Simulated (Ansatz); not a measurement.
Write a Python script for the Python package of Ansatz (0.2.0) that makes a convergence test of the plane-wave cutoff of YSe, space group Fm-3m. Settings (first run): LDA, PAW, cutoff 250 eV, 6×6×6 k-points, Fermi-Dirac smearing of 0.15 eV. The script varies cutoff (eV): 250, 300, 350, 400, 450, 500.

```
Y Se
1.0
     0.00000    2.85150    2.85150
     2.85150    0.00000    2.85150
     2.85150    2.85150    0.00000
Y Se
1 1
Direct
  0.50000 0.50000 0.50000
  0.00000 0.00000 0.00000
```

The script, `run_ecut.py`:
```python
'''Cutoff test for YSe.'''

import ansatz as az
import pandas as pd


def main() -> None:
    cell = (
        az.Lattice.fcc(5.703)
        .space_group(225)
        .atom('Y', (0.5, 0.0, 0.0))
        .atom('Se', (0.0, 0.0, 0.0))
        .primitive()
    )

    base = (
        cell.calculation()
        .kpoints(spacing=0.32)
        .occupations('fermi_dirac', width=150 * az.meV)  # the run then minimises F = E - TS
        .functional(az.Functional.LDA)
        .forces()  # eV per angstrom
        .stress()
    )

    rows = []
    for value in [250, 300, 350, 400, 450, 500]:
        report = base.basis(value).run(threads=1).report
        rows.append((value, report['free_energy_ev'] / len(report['lattice']['sites']), report['n_iterations'], sum(report['stress_gpa'][i][i] for i in range(3)) / 3, max(abs(f) for row in report['forces_ev_ang'] for f in row), report['n_pw']))

    table = pd.DataFrame(rows, columns=['cutoff (eV)', 'F/atom (eV)', 'iterations', 'P (GPa)', 'max component (eV/A)', 'plane waves'])
    print(table.round(5).to_string(index=False))

    # the last row is the reference
    for row in rows[:-1]:
        shift = 1000 * (row[1] - rows[-1][1])
        print(f'{row[0]}: {shift:+.2f} meV/atom' + ('  (within 2 meV)' if abs(shift) < 2 else ''))


if __name__ == '__main__':
    main()
```

```console
$ python run_ecut.py
DeckWarning: basis.ecutwfc = 250 eV is below the records' recommended 420 eV, and the density's cutoff is lower with it unless basis.ecutrho_ratio is high enough to keep the records' density cutoff: compare with a run at a higher cutoff
DeckWarning: basis.ecutwfc = 300 eV is below the records' recommended 420 eV, and the density's cutoff is lower with it unless basis.ecutrho_ratio is high enough to keep the records' density cutoff: compare with a run at a higher cutoff
DeckWarning: basis.ecutwfc = 350 eV is below the records' recommended 420 eV, and the density's cutoff is lower with it unless basis.ecutrho_ratio is high enough to keep the records' density cutoff: compare with a run at a higher cutoff
DeckWarning: basis.ecutwfc = 400 eV is below the records' recommended 420 eV, and the density's cutoff is lower with it unless basis.ecutrho_ratio is high enough to keep the records' density cutoff: compare with a run at a higher cutoff
 cutoff (eV)  F/atom (eV)  iterations  P (GPa)  max component (eV/A)  plane waves
         250  -4566.10978           6 -2.77954                   0.0          411
         300  -4566.32500           6 -2.72659                   0.0          537
         350  -4566.34065           6 -2.71689                   0.0          701
         400  -4566.34143           7 -2.71628                   0.0          869
         450  -4566.34182           6 -2.71862                   0.0          965
         500  -4566.34208           7 -2.71832                   0.0         1243
250: +232.29 meV/atom
300: +17.08 meV/atom
350: +1.42 meV/atom  (within 2 meV)
400: +0.65 meV/atom  (within 2 meV)
450: +0.25 meV/atom  (within 2 meV)
```
(Warnings from the package without file and line.)

From 350 eV on it stays within 2 meV an atom of the value at 500 eV; the first row (250 eV) is off by 232.3 meV and the last but one by 0.25 meV. The energy falls steadily, as expected when plane waves are added. The pressure moves from -2.78 to -2.72 GPa (the program's stress holds a Pulay correction, so it settles early).

What to keep in mind:
- Spin is left out of this run.
- The mesh is modest for a metal, so energies can be off by several to tens of meV an atom and pressures by half a GPa or more; differences at equal mesh fare better.
- A Fermi-Dirac width this large means warm electrons, whose thermal share enters the free energy.
- Forces vanish by symmetry here and test nothing.
- Pressure is positive in compression.
- The structure is a deposited one; some such entries were measured under pressure or heat, so a shift against it needn't be the functional's error alone.
- Shifts are counted from the last row, which is itself no proven limit.
- The whole script took 4.8 s on 1 thread of Intel(R) Xeon(R) 6975P-C (Granite Rapids), on a shared host, peak memory 0.45 GiB.

(Lines on the test bed's own set-up are left out of the output.)
